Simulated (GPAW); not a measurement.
# Al3Au (I4/mmm) in GPAW: notebook

The runs below take Al3Au through band structure, equation of state, with LDA.

Program: GPAW 26.7.0. These are calculated values, not measurements. Logs are shortened: lines on timing, memory, paths and dates and some standing lists are left out, and cuts for length are marked. The log counts tension as positive stress, the text compression.

## Step 1: Starting point

Symmetry: I4/mmm, No. 139, tetragonal system. The conventional cell has a = 4.051 Å, b = 4.051 Å, c = 8.113 Å, α = 90.00°, β = 90.00°, γ = 90.00°. Au (site symmetry 4/mmm) has 12 Al at 2.86 to 2.87 Å as nearest neighbours. Al (site symmetry 4/mmm) is surrounded by 4 Au at 2.86 Å and 8 Al at 2.87 Å. Al (site symmetry -4m2) is surrounded by 8 Al at 2.86 to 2.87 Å and 4 Au at 2.87 Å.

The cell comes from a database or a generator and needn't be the stable form of this composition.

## Step 2: Band structure, LDA

Contents of run.py:

```python
from ase import Atoms
from ase.dft.bandgap import bandgap
from ase.io import write
from ase.units import GPa
from gpaw import GPAW, PW

atoms = Atoms(['Au', 'Al', 'Al', 'Al'],
              cell=[[-2.025333, 2.025333, 4.0566],
                    [2.025333, -2.025333, 4.0566],
                    [2.025333, 2.025333, -4.0566]],
              scaled_positions=[[0.0, 0.0, 0.0],
                                [0.5, 0.5, 0.0],
                                [0.25, 0.75, 0.5],
                                [0.75, 0.25, 0.5]],
              pbc=True)

calc = GPAW(mode=PW(600),
            xc='LDA',
            kpts={'size': (8, 8, 8), 'gamma': True},
            occupations={'name': 'fermi-dirac', 'width': 0.05},
            nbands=22,
            convergence={'density': 1e-05, 'energy': 1e-05},
            maxiter=150,
            txt='gpaw.txt')
atoms.calc = calc
energy = atoms.get_potential_energy()
forces = atoms.get_forces()
stress = atoms.get_stress()
calc.write('gs.gpw')
write('result.traj', atoms)
print(f'Energy: {energy:.6f} eV')
print('Forces (eV/A):')
print(forces.round(4))
print('Stress (GPa):', (stress / GPa).round(3))
print('Fermi level:', round(calc.get_fermi_level(), 4), 'eV')
print(f'Gap: {bandgap(calc)[0]:.4f} eV, direct: {bandgap(calc, direct=True)[0]:.4f} eV')

path = atoms.cell.bandpath('GXYSGZS1NPY1Z,XP', npoints=80, eps=1e-4)
bs_calc = calc.fixed_density(kpts=path, symmetry='off', nbands=36,
                             convergence={'bands': 'CBM+6.0', 'eigenstates': 1e-6}, txt='bands.txt')
bs = bs_calc.band_structure()
bs.write('bs.json')
print(f'Gap on the path: {bandgap(bs_calc)[0]:.4f} eV')
```

Potentials or basis: the program's PAW data sets (release 1.2.1) made for this functional, pw.

Launch:

```bash
> OMP_NUM_THREADS=1 python run.py
```

gpaw.txt:

```text
__  _  _
 | _ |_)|_||  |
 |__||  | ||/\| - 26.7.0

Input parameters:
  mode=PW(ecut=600.0),
  convergence={'density': 1e-05, 'energy': 1e-05},
  kpts=MonkhorstPack(size=(8, 8, 8), gamma=True),
  maxiter=150,
  nbands=22,
  occupations=Occupations(name='fermi-dirac', width=0.05),
  xc=XC(name='LDA')

Diagonalizing LCAO Hamiltonian
Converting LCAO to pw mode

       Al
         Al

            Al

       Au

Atoms  # Å, Bohr magnetons
|   | symbol |        x |        y |        z |    initial magnetic moments |
|---|--------|----------|----------|----------|-----------------------------|
| 0 |     Au | 0.000000 | 0.000000 | 0.000000 | ( 0.0000,  0.0000,  0.0000) |
| 1 |     Al | 0.000000 | 0.000000 | 4.056600 | ( 0.0000,  0.0000,  0.0000) |
| 2 |     Al | 2.025333 | 0.000000 | 2.028300 | ( 0.0000,  0.0000,  0.0000) |
| 3 |     Al | 0.000000 | 2.025333 | 2.028300 | ( 0.0000,  0.0000,  0.0000) |

Unit cell  # Å
| periodic |         x |         y |         z |  lengths |     angles |
|----------|-----------|-----------|-----------|----------|------------|
|      yes | -2.025333 |  2.025333 |  4.056600 | 4.965879 | 131.860323 |
|      yes |  2.025333 | -2.025333 |  4.056600 | 4.965879 | 131.860323 |
|      yes |  2.025333 |  2.025333 | -4.056600 | 4.965879 |  70.449722 |

Number of symmetries: 16
Symmetry operations  # r_c * U_cc + t_c -> r_c
|    | kind |            matrix            |
|----|------|------------------------------|
|  0 |  σ   |  1, 1, 1,  0, 0,-1,  0,-1, 0 |
|  1 |  C4  |  1, 1, 1,  0, 0,-1, -1, 0, 0 |
|  2 |  E   |  1, 0, 0,  0, 1, 0,  0, 0, 1 |
|  3 |  σ   |  1, 0, 0,  0, 1, 0, -1,-1,-1 |
|  4 |  σ   |  0, 1, 0,  1, 0, 0,  0, 0, 1 |
|  5 |  C2  |  0, 1, 0,  1, 0, 0, -1,-1,-1 |
|  6 |  C2  |  0, 0, 1, -1,-1,-1,  1, 0, 0 |
|  7 |  S4  |  0, 0, 1, -1,-1,-1,  0, 1, 0 |
|  8 |  C4  |  0, 0,-1,  1, 1, 1,  0,-1, 0 |
|  9 |  σ   |  0, 0,-1,  1, 1, 1, -1, 0, 0 |
| 10 |  σ   |  0,-1, 0, -1, 0, 0,  1, 1, 1 |
| 11 |  C2  |  0,-1, 0, -1, 0, 0,  0, 0,-1 |
| 12 |  C2  | -1, 0, 0,  0,-1, 0,  1, 1, 1 |
| 13 |  i   | -1, 0, 0,  0,-1, 0,  0, 0,-1 |
| 14 |  S4  | -1,-1,-1,  0, 0, 1,  1, 0, 0 |
| 15 |  C2  | -1,-1,-1,  0, 0, 1,  0, 1, 0 |

BZ-sampling:
  Number of BZ points: 512
  Number of IBZ points: 59

  Monkhorst-Pack size: [8, 8, 8]
  Monkhorst-Pack shift: [0.0625, 0.0625, 0.0625]

K-points  # in reciprocal-cell coordinates
|     |                                coordinates |     weight |
|-----|--------------------------------------------|------------|
|   0 | (  0.00000000,   0.00000000,   0.00000000) | 0.00195312 |
|   1 | (  0.12500000,  -0.12500000,   0.00000000) | 0.00781250 |
|   2 | (  0.12500000,  -0.12500000,   0.12500000) | 0.00781250 |
|   3 | (  0.12500000,   0.00000000,   0.00000000) | 0.01562500 |
|   4 | (  0.12500000,   0.12500000,  -0.12500000) | 0.00390625 |
|   5 | (  0.25000000,  -0.25000000,   0.00000000) | 0.00781250 |
|   6 | (  0.25000000,  -0.25000000,   0.12500000) | 0.01562500 |
|   7 | (  0.25000000,  -0.25000000,   0.25000000) | 0.00781250 |
|   8 | (  0.25000000,  -0.12500000,   0.00000000) | 0.03125000 |
|   9 | (  0.25000000,  -0.12500000,   0.12500000) | 0.01562500 |
| ... |                                            |            |
|  58 | (  0.50000000,   0.50000000,   0.50000000) | 0.00195312 |

Plane wave coefficients: 2240
Cutoff: 600.0 eV

Spin-components: 1 (collinear spins)
Bands:           22
Projectors:      21
Spin-degeneracy: 2
Datatype:        complex128

Parallelization:
  kpt:    1
  domain: 1
  band:   1

Density:
  Valence electrons: 20.0
  Components: 1
  Grid points: [30 30 30]
  Charge: 0.0  # |e|

Potential:
  Grid points: [30 30 30]

species:
  Au:
    name:    Gold
    Z:       79.0
    valence: 11
    core:    68
    charge:  0.0  # [|e|]
    compensation charges:
      type: gauss
      rc: 0.42  # [Å]
      lmax: 2
    cutoffs:
      filter: 2.33  # [Å]
      core: 2.81  # [Å]
    projectors
    | kind |    occ | energy [eV] | rcut [Å] |
    |------|--------|-------------|----------|
    |   6s |  1.000 |      -6.048 |    1.323 |
    |   6p |  0.000 |      -0.888 |    1.323 |
    |   5d | 10.000 |      -7.129 |    1.323 |
    |    s |        |      21.163 |    1.323 |
    |    p |        |      26.323 |    1.323 |
    |    d |        |      20.082 |    1.323 |

    Using partial waves for Au as LCAO basis

  Al:
    name:    Aluminium
    Z:       13.0
    valence: 3
    core:    10
    charge:  0.0  # [|e|]
    compensation charges:
      type: gauss
      rc: 0.34  # [Å]
      lmax: 2
    cutoffs:
      filter: 1.91  # [Å]
      core: 2.36  # [Å]
    projectors
    | kind |    occ | energy [eV] | rcut [Å] |
    |------|--------|-------------|----------|
    |   3s |  2.000 |      -7.830 |    1.085 |
    |   3p |  1.000 |      -2.783 |    1.085 |
    |    s |        |      19.382 |    1.085 |
    |    p |        |      24.428 |    1.085 |
    |    d |        |       0.000 |    1.085 |

    Using partial waves for Al as LCAO basis

Reference energy: -536048.836857  # eV

eigensolver:
  PPCG
  Converge bands: occupied
  niter=2

density mixing:
  MSR1-Mixer
  Pratt-step length: 0.05
  Maximum mixing coefficient: 0.75
  Old densities: 10
  SVD Regularization: 0.005
  Good broyden scale: 1.0
  Trust region scale: 1.0
  Backstep threshold: 4.0
  History deletion threshold: 6.0
  Fourier metric: weight=20.0, sigma=0.015

occupation numbers:
  Fermi-Dirac:
    width: 0.0500  # eV

poisson solver:
  ecut: 4800.0  # eV

xc functional:
  name: None

convergence criteria:
- Maximum integral of absolute [dens]ity change: 1e-05 electrons / valence electron
- Maximum [total energy] change in last 3 cyles: 1e-05 eV / valence electron
- Maximum integral of absolute [eigenst]ate change: 4e-08 eV^2 / valence electron
maximum number of iterations: 150

SCF iterations
|iter     | |      energy | eigst |  dens |
|---------|-|-------------|-------|-------|
|iter:   1| |  -19.213656 | +0.35 |       |
|iter:   2| |  -18.568122 | -1.96 | -0.82 |
|iter:   3| |  -17.534434 | -1.24 | -0.90 |
|iter:   4| |  -17.471435 | -2.74 | -1.31 |
|iter:   5| |  -17.453526 | -3.25 | -1.61 |
|iter:   6| |  -17.453162 | -4.74 | -2.45 |
|iter:   7| |  -17.453135 | -5.33 | -2.92 |
|iter:   8| |  -17.453135c| -7.37 | -3.93 |
|iter:   9| |  -17.453135c| -7.46c| -4.51 |
|iter:  10| |  -17.453135c| -7.89c| -4.87 |
|iter:  11| |  -17.453135c| -8.41c| -5.29c|

Converged in 11 steps
Energy contributions relative to reference atoms: (reference = -536048.836857)

Energy contributions:
  Kinetic:          -4.922026
  Coulomb:           7.658690
  Zero:              0.172548
  External:          0.000000
  Xc:              -20.355787
  Entropy:          -0.013121
  Spinorbit:         0.000000
  ----------------------------
  Free energy:     -17.459696
  Extrapolated:    -17.453135

dipole moment: (-10.590755, -10.590755, -7.209864)  # |e|*Ang

Fermi level: 8.075
Eigenvalues  # (at kpt = [0.000, 0.000, 0.000])
| band index |      eig [eV] | occ [0-2] |
|------------|---------------|-----------|
|          0 |        -3.162 |     2.000 |
|          1 |         1.986 |     2.000 |
|          2 |         2.045 |     2.000 |
|          3 |         2.253 |     2.000 |
|          4 |         2.253 |     2.000 |
|          5 |         2.746 |     2.000 |
|          6 |         5.468 |     2.000 |
|          7 |         8.106 |     0.699 |
|          8 |         8.106 |     0.699 |
|          9 |         8.385 |     0.004 |
|         10 |         8.705 |     0.000 |
|         11 |         8.884 |     0.000 |
|         12 |         8.884 |     0.000 |
|         13 |         8.957 |     0.000 |
|         14 |        10.156 |     0.000 |
|        ... |               |           |
|         21 |        22.281 |     0.000 |

No gap
No difference between direct/indirect transitions

Forces  # eV/Ang
|       x |        y |       z |
|---------|----------|---------|
| 0.00000 | -0.00000 | 0.00000 |  # Au   0
| 0.00000 |  0.00000 | 0.00000 |  # Al   1
| 0.00000 |  0.00000 | 0.00000 |  # Al   2
| 0.00000 |  0.00000 | 0.00000 |  # Al   3

Stress tensor  # eV/Ang^3
|        x |        y |        z |
|----------|----------|----------|
| 0.030700 | 0.000000 | 0.000000 |
| 0.000000 | 0.030700 | 0.000000 |
| 0.000000 | 0.000000 | 0.025138 |

# Writing to gs.gpw (mode='')
```

Run time: 2.1 min. Hardware: 1 thread of Arm Neoverse V2, shared host; peak memory 0.42 GiB.

What came out:

| Item | Value |
| --- | --- |
| Free energy | -17.4597 eV |
| Pressure | -4.6 GPa |
| Band gap along the path | none (metal or under the smearing width) |

Levels at the corners of the path, in eV from the Fermi level:
| point | band 8 | band 9 | band 10 | band 11 | band 12 | band 13 |
| --- | --- | --- | --- | --- | --- | --- |
| Γ | 0.03 | 0.03 | 0.31 | 0.63 | 0.81 | 0.81 |
| X | -4.42 | -3.98 | -2.19 | -1.62 | 2.10 | 2.95 |
| Y | -4.60 | -3.83 | -0.80 | -0.42 | 2.65 | 3.26 |
| S | -4.78 | -0.74 | 0.75 | 1.41 | 2.67 | 2.82 |
| Γ | 0.03 | 0.03 | 0.31 | 0.63 | 0.81 | 0.81 |
| Z | -2.52 | -2.52 | -0.41 | 0.90 | 5.16 | 5.67 |
| S1 | -4.78 | -0.74 | 0.75 | 1.41 | 2.67 | 2.82 |
| N | -3.55 | -1.80 | 0.39 | 1.26 | 1.53 | 2.83 |
| P | -4.64 | -3.74 | -1.41 | -0.23 | 0.01 | 0.01 |
| Y1 | -4.60 | -3.83 | -0.80 | -0.42 | 2.65 | 3.26 |
| Z | -2.52 | -2.52 | -0.41 | 0.90 | 5.16 | 5.67 |
| X | -4.42 | -3.98 | -2.19 | -1.62 | 2.10 | 2.95 |
| P | -4.64 | -3.74 | -1.41 | -0.23 | 0.01 | 0.01 |

Caveat: with this Au data set, volumes or pressures lay over 1.5 % or 2 GPa off other programs in two to four cells of ten; spin-orbit coupling is left out, which moves the levels of the heavy elements.

## Step 3: Equation of state, LDA

Contents of run.py:

```python
from ase import Atoms
from ase.eos import EquationOfState
from ase.io import Trajectory
from ase.units import GPa
from gpaw import GPAW, PW

atoms = Atoms(['Au', 'Al', 'Al', 'Al'],
              cell=[[-2.025333, 2.025333, 4.0566],
                    [2.025333, -2.025333, 4.0566],
                    [2.025333, 2.025333, -4.0566]],
              scaled_positions=[[0.0, 0.0, 0.0],
                                [0.5, 0.5, 0.0],
                                [0.25, 0.75, 0.5],
                                [0.75, 0.25, 0.5]],
              pbc=True)

traj = Trajectory('eos.traj', 'w')
volumes, energies = [], []
for x in [0.94, 0.96, 0.98, 1.0, 1.02, 1.04, 1.06]:
    a = atoms.copy()
    a.set_cell(atoms.cell * x**(1 / 3), scale_atoms=True)
    calc = GPAW(mode=PW(600),
                xc='LDA',
                kpts={'size': (8, 8, 8), 'gamma': True},
                occupations={'name': 'fermi-dirac', 'width': 0.05},
                nbands=22,
                convergence={'density': 1e-05, 'energy': 1e-05},
                maxiter=150,
                txt=f'eos-{x:.2f}.txt')
    a.calc = calc
    energies.append(a.get_potential_energy(force_consistent=True))
    volumes.append(a.get_volume())
    p = -a.get_stress()[:3].mean() / GPa
    calc.write(f'eos-{x:.2f}.gpw')
    traj.write(a)
    print(f'{x:.2f} {volumes[-1]:10.4f} A^3 {energies[-1]:14.6f} eV {p:9.3f} GPa', flush=True)

v0, e0, B = EquationOfState(volumes, energies, eos='birchmurnaghan').fit()
print(f'V0 = {v0:.4f} A^3, E0 = {e0:.6f} eV, B0 = {B / GPa:.2f} GPa')
```

Potentials or basis: the program's PAW data sets (release 1.2.1) made for this functional, pw.

Launch:

```bash
> OMP_NUM_THREADS=1 python run.py
```

Run time: 6.9 min. Hardware: 1 thread of Arm Neoverse V2, shared host; peak memory 0.49 GiB.

The run converged. Its results:

```
Equilibrium volume                        : 15.87 Å³/atom
Bulk modulus at fixed shape and positions : 110 GPa
Pressure derivative of the bulk modulus   : 5.0
```

Energy against volume, from the lowest point:
```
volume (Å³/atom)  energy (meV/atom)
          15.642               0.97
          15.974               0.00
          16.307               3.64
          16.640              11.33
          16.973              22.61
          17.306              37.03
          17.638              54.22
```

Caveat: with this Au data set, volumes or pressures lay over 1.5 % or 2 GPa off other programs in two to four cells of ten; the cell was scaled at fixed shape and fractional positions, which overstates the stiffness of a crystal with free parameters, most of all of layers and chains. The run has no spin-orbit coupling, so splittings on Au are missing.
